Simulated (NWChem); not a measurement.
**GaHCl (SMILES [Cl][GaH]), run twice**

Aim: a single-point energy of GaHCl at UHF/pc-1 (esp resp).

The results are computed with NWChem 7.3.0.

2 further runs of the same task are left out: 1 that didn't finish, 1 set aside as unsound or not needed.

### Step 1. The system as given

GaHCl: 3 atoms, total charge 0, spin state doublet. SMILES: `[Cl][GaH]`. The coordinates come from a PBE0-D4/def2-TZVP relaxation.

Bond lengths: Cl1–Ga2 2.168 Å, Ga2–H3 1.604 Å. Angles: Cl1–Ga2–H3 115.5°.

### Step 2. Try one

input.nw reads:

```
echo
start input
title "ClGaH"
memory stack 880 mb heap 220 mb global 1100 mb
charge 0
geometry units angstroms noautoz
Cl       1.530700      -0.191300       0.805700
Ga      -0.331100      -0.583500      -0.232800
H       -1.210500       0.710000      -0.586300
end
basis spherical
Cl library 6-31Gd
Ga library 6-31Gd
H library 6-31Gd
end
scf
doublet
uhf
thresh 1e-05
maxiter 50
print low
end
esp
restrain
recalculate
end
task scf
task esp
```

Started as:

```bash
$ nwchem input.nw > input.out
```

The log of the run:

```text
============================== echo of input deck ==============================
echo
start input
title "ClGaH"
memory stack 880 mb heap 220 mb global 1100 mb
charge 0
geometry units angstroms noautoz
Cl       1.530700      -0.191300       0.805700
Ga      -0.331100      -0.583500      -0.232800
H       -1.210500       0.710000      -0.586300
end
basis spherical
Cl library 6-31Gd
Ga library 6-31Gd
H library 6-31Gd
end
scf
doublet
uhf
thresh 1e-05
maxiter 50
print low
end
esp
restrain
recalculate
end
task scf
task esp
================================================================================

             Northwest Computational Chemistry Package (NWChem) 7.3.0
             --------------------------------------------------------

           Job information
           ---------------

    nwchem branch   = 7.3.0
    use scalapack   = T
    input           = input.nw
    prefix          = input.
    data base       = ./input.db
    status          = startup
    nproc           =        1

           Memory information
           ------------------

[... 5 lines left out ...]
    hardfail = no
[... 38 lines left out ...]
            Nuclear Dipole moment (a.u.)
[... 36 lines left out ...]
 ==============================================================================
                                 internuclear angles
 ------------------------------------------------------------------------------
        center 1       |       center 2       |       center 3       |  degrees
 ------------------------------------------------------------------------------
    1 Cl               |   2 Ga               |   3 H                |   115.51
 ------------------------------------------------------------------------------
                            number of included internuclear angles:          1
 ==============================================================================

 Attempting to read a basis set from a  non-existing file:
 <dir>
 ------------------------------------------------------------------------
 bas_tag_lib: failed opening basis file                   0
 ------------------------------------------------------------------------
 input error at line   12: at end of line looking for character string
 Cl library 6-31Gd
 ------------------------------------------------------------------------
  current input line :
    12: Cl library 6-31Gd
 ------------------------------------------------------------------------
 ------------------------------------------------------------------------
 There is an error in the specified basis set
 ------------------------------------------------------------------------

0:bas_tag_lib: failed opening basis file:Received an Error in Communication
  Errorcode: -1
```

Run time: 0.64 s. Hardware: 1 thread of Intel Xeon 6975P-C (Granite Rapids), shared host; peak memory 0.069 GiB.

### Step 3. Diagnosis

The run ended with an error.

The telling line is `There is an error in the specified basis set`. What is wrong: the input names a basis that the program doesn't know. To mend it: basis set pc-1 in place of 6-31Gd.

### Step 4. Try two

input.nw reads:

```
echo
start input
title "ClGaH hf"
memory stack 880 mb heap 220 mb global 1100 mb
charge 0

geometry units angstroms noautoz
Cl    1.530700   -0.191300    0.805700
Ga   -0.331100   -0.583500   -0.232800
H    -1.210500    0.710000   -0.586300
end

basis spherical
* library pc-1
end

scf
doublet
uhf
thresh 1e-05
end

esp
restrain
recalculate
end

task scf energy
task esp
```

Started as:

```bash
$ nwchem input.nw > input.out
```

The log of the run:

```text
[...]
 Group name             Cs
[...]
 **** WARNING Zero Coefficient **** on atom "              Cl"
 angular momentum value: 0  standard basis set name: "pc-1"
 input line that generated warning:
   338:       0.634740E+05           0.580280E-03           0.000000E+00           0.000000E+00
[...]
  functions       =    50
[...]
  wavefunction    = UHF
[...]
         Total SCF energy =  -2383.231508267092
      One electron energy =  -3603.367591329428
      Two electron energy =   1078.442956429532
 Nuclear repulsion energy =    141.693126632804
                       Sz =      0.5000
                 Sz(Sz+1) =      0.7500
                      S^2 =      0.7607
[...]
 **** WARNING Zero Coefficient **** on atom "              Cl"
 angular momentum value: 1  standard basis set name: "pc-1"
 input line that generated warning:
   351:       0.413120E+03           0.542510E-02           0.000000E+00
 **** WARNING Zero Coefficient **** on atom "              Cl"
 angular momentum value: 1  standard basis set name: "pc-1"
 input line that generated warning:
   357:       0.514390E+00           0.000000E+00           0.587720E+00
[...]
 Dipole moment                                  1.158674    1.157010    1.157010
 Quadrupole moment Qxx                          1.287147    1.286618    1.286618
                   Qyy                         -4.268357   -4.259961   -4.259961
                   Qzz                          2.981211    2.973343    2.973343
[...]
```

Wall time 37 s (1 thread of Intel Xeon 6975P-C (Granite Rapids), shared host); peak memory 0.096 GiB.

### Step 5. Summary of results

At UHF/pc-1 (esp resp):

```
                          quantity           value
                      total energy  -2383.23151 Eh
                     dipole moment          2.57 D
HOMO energy (highest over α and β)        -9.07 eV
 LUMO energy (lowest over α and β)         0.34 eV
                              ⟨S²⟩           0.761
```
